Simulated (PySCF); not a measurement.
# ClFH4Si2: the cost of one run

The runs use PySCF 2.14.0, with density-fitted response routines of our own; the level of theory stands in each step. All values are computed, except where a source is named. Atoms count from 0, in the outputs and in this text.

## Step 1: The molecule as given

8 atoms, charge 0, multiplicity 1; geometry from: PBE0-D3(BJ)/def2-SVP.

Bonds of the start (Å): F0–Si1 1.63, Si1–Si2 2.34, Si2–Cl3 2.08, Si1–H4 1.49, Si1–H5 1.49, Si2–H6 1.49, Si2–H7 1.49.

## Step 2: Shielding tensors: HF/pcSseg-2

Job settings and geometry (Å):

```
{"job": {"kind": "nmr", "xc": "HF", "basis": "pcSseg-2", "pop": false}, "charge": 0, "multiplicity": 1}
F     -1.824949    -1.297621    -0.693316
Si    -1.172367    -0.032532     0.103917
Si     1.150564    -0.081875    -0.184278
Cl     1.852760     1.584747     0.845049
H     -1.523159    -0.146828     1.548554
H     -1.740804     1.226811    -0.455934
H      1.546340     0.035063    -1.617106
H      1.771491    -1.305397     0.399352
```

Method: GIAO HF/pcSseg-2 NMR shielding, non-relativistic, gas phase.

Run with:

```sh
> OMP_NUM_THREADS=1 python probes_run.py task.json out
```

One launch serves the whole session: the jobs run in the order shown.

Q: Estimate the wall time and peak memory of this first job on 1 thread of Arm Neoverse V1, shared host.

About 11 s, with a peak of 0.83 GiB.
